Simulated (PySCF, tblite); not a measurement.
# C4H5BCl2: geometry, infrared bands and NMR shifts

What infrared bands and NMR shifts should C4H5BCl2 (`B[C@H]1C(Cl)=C1CCl`) show?

The runs use tblite 0.8.0 and PySCF 2.14.0, with density-fitted response routines of our own; the level of theory stands in each step. All values are computed, except where a source is named. Atoms are numbered from 0 throughout.

## (1) Starting geometry

12 atoms, charge 0, multiplicity 1; geometry from: force field or distance geometry start.

Bonds of the start (Å): B0–C1 1.59, C1–C2 1.51, C2–Cl3 1.74, C2–C4 1.33, C4–C5 1.50, C5–Cl6 1.78, C4–C1 1.50, B0–H7 1.17, B0–H8 1.17, C1–H9 1.08, C5–H10 1.10, C5–H11 1.11.

## (2) Optimising the geometry with GFN2-xTB

What the job is given:

```
{"job": {"kind": "relax", "xc": "GFN2-xTB", "basis": "xTB"}, "charge": 0, "multiplicity": 1}
B      1.473600     1.392500     0.243300
C      0.854600     0.121500    -0.477100
C      0.762500    -1.136900     0.356100
Cl     1.511700    -2.494900     1.151000
C     -0.383100    -0.514200     0.076800
C     -1.879700    -0.434000     0.171200
Cl    -2.253500     1.112100     0.977700
H      2.434000     1.247700     0.903800
H      1.037000     2.437900    -0.055900
H      1.031200    -0.025800    -1.533200
H     -2.318000    -0.414900    -0.840400
H     -2.269000    -1.291500     0.765400
```

The run is started by

```console
$ OMP_NUM_THREADS=1 python probes_run.py task.json out
```

One launch serves the whole session: the jobs run in the order shown.

**Question.** This job is followed by: GFN2-xTB harmonic vibrations, gas phase; GIAO PBE0/pcSseg-1 NMR shielding, non-relativistic, gas phase. What will the session give for the following? strongest single infrared mode (GFN2-xTB); zero-point energy (GFN2-xTB); 13C shifts against TMS (PBE0/pcSseg-1); 1H shifts against TMS (PBE0/pcSseg-1, means over atoms taken as alike); 11B shifts against BF3·OEt2 (PBE0/pcSseg-1); 35Cl shifts against HCl (PBE0/pcSseg-1); surface potential, 1st and 99th percentile.

As calculated:

```
                                                              quantity                         value
                             strongest single infrared mode (GFN2-xTB)          835 cm⁻¹, 173 km/mol
                                          zero-point energy (GFN2-xTB)                 47.5 kcal/mol
                                13C shifts against TMS (PBE0/pcSseg-1)  128.0, 114.9, 42.6, 38.8 ppm
1H shifts against TMS (PBE0/pcSseg-1, means over atoms taken as alike)    7.47, 4.89, 4.36, 2.52 ppm
                           11B shifts against BF3·OEt2 (PBE0/pcSseg-1)                      86.1 ppm
                               35Cl shifts against HCl (PBE0/pcSseg-1)                  202, 131 ppm
                                 surface potential, 1st and 99th percentile            -0.67 V and 1.35 V
```

Relaxing lowered the energy by 0.461 eV in 59 steps; the close pair that moved most is C2–Cl3, from 1.743 to 1.669 Å. All 30 modes are real, so the xTB geometry is a minimum. The strongest single mode, at 835 cm⁻¹, is spread over several atoms, H7, H8, B0 among them. Unscaled tight-binding wavenumbers are off by several per cent, some by more. Its intensities can rank the bands wrongly. At PBE0/pcSseg-1, counted by nearest atom on the grid, the HOMO lies on C4 29 %; C2 22 %, the LUMO on B0 41 %; H7, H8 about 11 % each.
